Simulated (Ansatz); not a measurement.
# Ti (hcp type): how the settings move a single-point run

Aim: see which settings change the result for Ti (hcp type), by how much, and at what cost.

Program: Ansatz 0.2.0. Level of theory: reference: DFT, LDA, all-electron LAPW, scalar-relativistic. These are calculated values, not measurements.

## 1. Starting point

Symmetry: P6_3/mmc, No. 194, hexagonal system. The conventional cell has a = 2.864 Å, b = 2.864 Å, c = 4.538 Å, α = 90.00°, β = 90.00°, γ = 120.00°. Ti (site symmetry -6m2) has 12 Ti at 2.81 to 2.86 Å as nearest neighbours.

Coordinates:

```
Ti
1.0
    -1.43214    2.48054    0.00000
     0.00000    0.00000    4.53780
     4.29642    2.48054    0.00000
Ti
4
Direct
  0.50000 0.25000 0.16667
  0.00000 0.25000 0.66667
  0.00000 0.75000 0.33333
  0.50000 0.75000 0.83333
```

## 2. Reference

Contents of input.yaml:

```yaml
crystal:
  lattice:
    - [-1.4321410176, 2.4805410062, 0.0]
    - [0.0, 0.0, 4.537795965]
    - [4.2964230529, 2.4805410062, 0.0]
  atoms:
    - { symbol: Ti, position: [0.5, 0.25, 0.166666667] }
    - { symbol: Ti, position: [0.0, 0.25, 0.666666667] }
    - { symbol: Ti, position: [0.0, 0.75, 0.333333333] }
    - { symbol: Ti, position: [0.5, 0.75, 0.833333333] }
kpoints:
  mp_grid: { grid: [14, 9, 8] }
scf:
  occupations: { method: fermi_dirac, width: 0.1 }
hamiltonian:
  xc: lda
  pseudopotentials: { kind: all_electron, lapw: { basis_error: 0.001 } }
output:
  forces: true
  stress: true
  eigenvalues: true
```

Run with:

```bash
$ ansatz run input.yaml --threads 2 --pin off --max-ram 4096MiB --backend cpu --events-out ev --progress --plain --runs-dir out
```

## 3. Changing settings: mp_grid.grid [11, 7, 6], hubbard.sites [{species: Ti, l: d, u_eff: 5.0}], hubbard.double_counting fll

Edit input.yaml of step 2 so:

```diff
@@ -11,3 +11,3 @@
 kpoints:
-  mp_grid: { grid: [14, 9, 8] }
+  mp_grid: { grid: [11, 7, 6] }
 scf:
@@ -17,2 +17,3 @@
   pseudopotentials: { kind: all_electron, lapw: { basis_error: 0.001 } }
+  hubbard: { sites: [{ species: Ti, l: d, u_eff: 5.0 }], double_counting: fll }
 output:
```

**Question.** What will these runs give? Wanted: for each run, ending; energy change; pressure; gap; force.

**Answer**, as computed:

| run | ending | energy change | pressure (GPa) | gap (eV) | force (eV/Å) | cycles | time |
| --- | --- | --- | --- | --- | --- | --- | --- |
| reference | converged | 0 | 0.0 | 0.00 | 0.00 | 8 | 52 s |
| 1: mp_grid.grid [11, 7, 6], hubbard.sites [{species: Ti, l: d, u_eff: 5.0}], hubbard.double_counting fll | converged | +5.24 eV/atom (U changed: no physical gain or loss) | 8.3 | 0.00 | 0.00 | 10 | 46 s |

Residual by cycle in the longest SCF loop of each run; runs are numbered as in the table. The quantity is the density residual dr2, in eV.

| cycle | reference | run 1 |
| --- | --- | --- |
| 1 | 0.297 | 0.532 |
| 2 | 0.0557 | 0.0596 |
| 3 | 0.0375 | 0.0404 |
| 4 | 0.00298 | 0.00285 |
| 5 | 6.9e-5 | 4.1e-4 |
| 6 | 5.3e-6 | 4.4e-4 |
| 7 | 3.3e-7 | 7.6e-5 |
| 8 | 9.9e-9 | 2.5e-6 |
| 9 | - | 1.5e-7 |
| 10 | - | 3.8e-8 |

What this shows: Changing the k-point mesh and Hubbard U moves the energy by +5.24 eV/atom, and the pressure goes from 0.0 to 8.3 GPa. The U term adds an energy of its own, so the shift says nothing about which run is better. A changed U is a change of model: its shifts are not errors of convergence.
